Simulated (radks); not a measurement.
# Taking charge from the 2p level of O⁺ in fractions

One table from this session's results is given with a row withheld; the runs are named, their logs left out.

The numbers are computed with radks (a radial shooting solver on a logarithmic mesh, Libxc functionals) version 1 (Dirac Kohn-Sham, PBE, spin-unpolarised, spherical densities, point nucleus; open shells are shared between the two j in proportion to 2j + 1), except any that are marked as measured or tabulated.

### The system

* element: oxygen (Z = 8)
* charge: +1
* electrons: 7
* configuration: [He] 2s2 2p3

Outer shells as boxes (Hund's rule):

O⁺
```
[He] core
2s [↑↓]
2p [↑ ][↑ ][↑ ]
```

Set-up of the first run:

The run's settings:

```text
Z 8
configuration [He] 2s2 2p3
relativity Dirac
functional pbe,pbe
spin unpolarised
j_filling average
nucleus point
c 137.035999084
```

Started as:

```
$ python run_ks.py task.json out
```

All runs below come from this command, one after another.

Among the steps run: Start: [He] 2s2 2p3.

One table of the session follows, with a row left open; its other results are not shown here.

It belongs to the step «Start: [He] 2s2 2p3». From the orbitals of this run (lengths in bohr):

```
level     <r>  outermost maximum (interpolated)  90 % within
1s1/2  0.1995                             0.129        0.357
2s1/2   1.084                             0.854         1.72
2p1/2       ?                                 ?            ?
2p3/2   1.110                             0.783         1.89
```

**Question.** Estimate the row for 2p1/2.

**Answer.** <r>: 1.109; outermost maximum (interpolated): 0.782; 90 % within: 1.89. In the column «<r>» it lies between 2s1/2 (1.084) and 2p3/2 (1.110).
